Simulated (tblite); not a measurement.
# GFN2-xTB run of Ge2Si2NH10 (SMILES [SiH3]N[SiH2][GeH2][GeH2])

Aim: a calculation of the kind “dissociation” of Ge2Si2NH10. 

Program for the calculation: tblite 0.8.0.

4 further runs of the same task are left out: 3 that didn't finish, 1 set aside as unsound or not needed.

### Step 1. Starting point

The species is Ge2Si2NH10 (15 atoms), meant as a doublet with charge 0. As SMILES, `[SiH3]N[SiH2][GeH2][GeH2]`. The shape comes from GFN2-xTB, which is rough for such elements, and wasn't checked as a minimum. This is one conformer, not always the lowest.

Bond lengths: Si1–N2 1.738 Å, N2–Si3 1.726 Å, Si3–Ge4 2.383 Å, Ge4–Ge5 2.450 Å, Si1–H6 1.467 Å, Si1–H7 1.462 Å, Si1–H8 1.462 Å, N2–H9 1.006 Å, Si3–H10 1.465 Å, Si3–H11 1.468 Å, Ge4–H12 1.540 Å, Ge4–H13 1.538 Å, Ge5–H14 1.579 Å, Ge5–H15 1.579 Å. Some angles: Si1–N2–Si3 127.9°, N2–Si3–Ge4 110.8°, Si3–Ge4–Ge5 124.8°, Si1–N2–H9 114.8°, Si3–N2–H9 115.5°, N2–Si1–H6 110.9°, N2–Si1–H7 106.1°, N2–Si1–H8 105.1°, N2–Si3–H10 106.9°, N2–Si3–H11 108.3°.

### Step 2. A calculation of the kind “dissociation” at GFN2-xTB

The input, start.xyz:

```xyz
15

Si    -1.033330    -2.012930     0.044470
N      0.608340    -1.509630     0.315610
Si     1.498360    -0.296940    -0.529830
Ge     0.205030     1.690140    -0.768570
Ge    -1.074790     2.749760     1.031950
H     -1.977970    -1.025880     0.578080
H     -1.185710    -2.138990    -1.404290
H     -1.159020    -3.294540     0.737570
H      0.996300    -1.793890     1.198940
H      2.716970    -0.046430     0.243780
H      1.818540    -0.809850    -1.867050
H      1.142770     2.746560    -1.382070
H     -0.693550     1.534140    -2.007100
H     -0.006180     2.701130     2.193730
H     -1.855760     1.507350     1.614790
```

The input, xtb_job.py:

```python
import json
import numpy as np
from tblite.interface import Calculator
from tblite.interface import symbols_to_numbers

symbols = list(map(str, np.loadtxt("start.xyz", skiprows=2, usecols=0, dtype=str, ndmin=1)))
numbers = np.array(symbols_to_numbers(symbols))
positions = np.loadtxt("start.xyz", skiprows=2, usecols=(1, 2, 3), ndmin=2) / 0.529177210903

def run(atoms, charge, uhf):
    xtb = Calculator("GFN2-xTB", numbers[atoms], positions[atoms], charge=charge, uhf=uhf)
    xtb.set("verbosity", 0)
    return xtb.singlepoint()

result = run(list(range(len(numbers))), 0, 1)
a, b = [0, 1, 2, 5, 6, 7, 8, 9, 10], [3, 4, 11, 12, 13, 14]  # atoms on either side of the bond
channels = [[0, 1, 0, 0], [1, 0, -1, 1], [-1, 0, 1, 1]]  # charge and unpaired electrons of a, then of b
print(f"whole molecule: E = {result.get('energy'):.8f} Eh")
print("fragment a:", " ".join(symbols[i] for i in a), "  fragment b:", " ".join(symbols[i] for i in b))
de = []
for qa, na, qb, nb in channels:
    ea, eb = run(a, qa, na).get("energy"), run(b, qb, nb).get("energy")
    de.append(float(ea + eb - result.get("energy")))
    print(f"a({qa:+d}, {na}) + b({qb:+d}, {nb}): E(a) = {ea:.6f}, E(b) = {eb:.6f} Eh, snapping energy {de[-1] * 2625.4996:.3f} kJ/mol")
out = {k: np.asarray(result.get(k)).tolist() for k in ("energy", "gradient", "charges", "dipole", "orbital-energies", "orbital-occupations")}
out.update(symbols=symbols, positions=(positions * 0.529177210903).tolist(), snap=de)
json.dump(out, open("results.json", "w"))
```

Command:

```sh
$ python xtb_job.py
```

**Question.** What will come out? Wanted: total energy; dipole moment; HOMO energy; LUMO energy; largest force on an atom.

Computed results:

Level: GFN2-xTB.

| quantity | value |
| --- | --- |
| total energy | -15.35447 Eh |
| dipole moment | 2.45 D |
| HOMO energy (as the program lists it) | -8.96 eV |
| LUMO energy (as the program lists it) | -5.79 eV |
| largest force on an atom | 0.013 eV/Å |

In words: Mulliken charges run from -0.45 on N2 to +0.49 on Si1.
